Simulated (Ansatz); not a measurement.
# C₂H₇BFGa: a ladder of functionals and wavefunction methods

One table from this session's results is given with a row withheld; the runs are named, their logs left out.

Method: functionals in def2-TZVPP, the program's frozen cores in correlated methods; program: Ansatz 0.2.0, Gaussian basis.

The runs, in order: PBE-D4, r2SCAN-D4, PBE0-D4, B3LYP-D4, ωB97X-V, ωB97M-V, B2PLYP; CCSD(T)/def2-TZVPP; MP2/def2-QZVPP; extrapolation to the limit.

**The geometry**

The geometry comes from an earlier relaxation with PBE0-D4 in a triple-zeta def2 set; it is a stationary point, not always the lowest conformer.

SMILES `B[CH2][Ga]([CH3])[F]`, 12 atoms, charge 0, spin multiplicity 1.

Atoms are counted from 1 here; the program's logs count them from 0.

Bond lengths: B1–C2 1.515 Å, B1–H6 1.199 Å, B1–H7 1.200 Å, C2–Ga3 1.994 Å, C2–H8 1.091 Å, C2–H9 1.094 Å, Ga3–C4 1.948 Å, Ga3–F5 1.765 Å, C4–H10 1.091 Å, C4–H11 1.093 Å, C4–H12 1.090 Å. Angles: C2–B1–H6 120.8°, C2–B1–H7 120.5°, H6–B1–H7 118.5°, B1–C2–Ga3 101.1°, B1–C2–H8 118.0°, B1–C2–H9 116.7°, Ga3–C2–H8 102.6°, Ga3–C2–H9 102.0°, H8–C2–H9 113.0°, C2–Ga3–C4 133.1°, C2–Ga3–F5 111.3°, C4–Ga3–F5 115.5°, Ga3–C4–H10 109.9°, Ga3–C4–H11 108.9°, Ga3–C4–H12 111.8°, H10–C4–H11 107.8°, H10–C4–H12 109.6°, H11–C4–H12 108.7°.

Coordinates:

```mol
C2H7BFGa
  3D, bonds by distance, orders not assigned

 12 11  0  0  0  0  0  0  0  0999 V2000
   -1.8578    0.8282   -0.2576 B   0  0
   -0.7573    0.5151   -1.2513 C   0  0
    0.7909    0.2226   -0.0288 Ga  0  0
    1.3582   -1.2895    1.0600 C   0  0
    1.8840    1.6087   -0.0347 F   0  0
   -2.0616    1.9549    0.0973 H   0  0
   -2.4791   -0.0581    0.2617 H   0  0
   -0.4025    1.3218   -1.8946 H   0  0
   -0.8225   -0.4465   -1.7690 H   0  0
    2.4105   -1.5091    0.8726 H   0  0
    1.2552   -1.0252    2.1154 H   0  0
    0.7588   -2.1783    0.8630 H   0  0
  1  2  8  0
  2  3  8  0
  3  4  8  0
  3  5  8  0
  1  6  8  0
  1  7  8  0
  2  8  8  0
  2  9  8  0
  4 10  8  0
  4 11  8  0
  4 12  8  0
M  END
```

The first run:

File in.yaml:

```yaml
crystal:
  periodic: [false, false, false]
  atoms:
    - {symbol: B, position_ang: [-1.857787, 0.828221, -0.257590]}
    - {symbol: C, position_ang: [-0.757325, 0.515144, -1.251304]}
    - {symbol: Ga, position_ang: [0.790916, 0.222600, -0.028836]}
    - {symbol: C, position_ang: [1.358217, -1.289487, 1.060026]}
    - {symbol: F, position_ang: [1.884004, 1.608735, -0.034710]}
    - {symbol: H, position_ang: [-2.061586, 1.954920, 0.097334]}
    - {symbol: H, position_ang: [-2.479111, -0.058060, 0.261652]}
    - {symbol: H, position_ang: [-0.402484, 1.321762, -1.894573]}
    - {symbol: H, position_ang: [-0.822483, -0.446491, -1.769041]}
    - {symbol: H, position_ang: [2.410534, -1.509144, 0.872614]}
    - {symbol: H, position_ang: [1.255180, -1.025224, 2.115417]}
    - {symbol: H, position_ang: [0.758821, -2.178275, 0.863010]}
basis:
  gaussian: {orbitals: def2-TZVPP}
hamiltonian: {xc: pbe, dispersion: d4}
output: {forces: true, orbitals: {seedname: orbitals}}
```

Command:

```sh
> ansatz run in.yaml --threads 4 --pin off --events-out ev --progress --plain --max-ram 10444MiB
```

Steps of the session up to this table: PBE-D4 (GGA); r2SCAN-D4 (meta-GGA); PBE0-D4 (hybrid); B3LYP-D4 (hybrid); ωB97X-V (range-separated); ωB97M-V (range-separated); B2PLYP (double hybrid); CCSD(T) in def2-TZVPP; MP2 in def2-QZVPP.

One table of the session follows, with a row left open; its other results are not shown here.

```
            method  atomisation energy (kJ/mol)
            PBE-D4                       4390.5
         r2SCAN-D4                       4362.8
           PBE0-D4                       4341.4
          B3LYP-D4                       4326.9
           ωB97X-V                       4344.6
           ωB97M-V                            ?
            B2PLYP                       4299.9
     HF/def2-TZVPP                       3311.0
    MP2/def2-TZVPP                       4325.3
   CCSD/def2-TZVPP                       4205.2
CCSD(T)/def2-TZVPP                       4257.4
           MP2/CBS                       4407.4
       CCSD(T)/CBS                       4339.4
```

**Question.** Estimate the row for ωB97M-V.

The run gave: atomisation energy (kJ/mol): 4339.8. In the column «atomisation energy (kJ/mol)» it lies between CCSD(T)/CBS (4339.4) and PBE0-D4 (4341.4).

Caveats from the session: Free atoms (1 B, 2 C, 1 Ga, 1 F, 7 H) were run apart at each level; the atomisation energy is their sum less the molecule, without zero-point or spin-orbit terms.
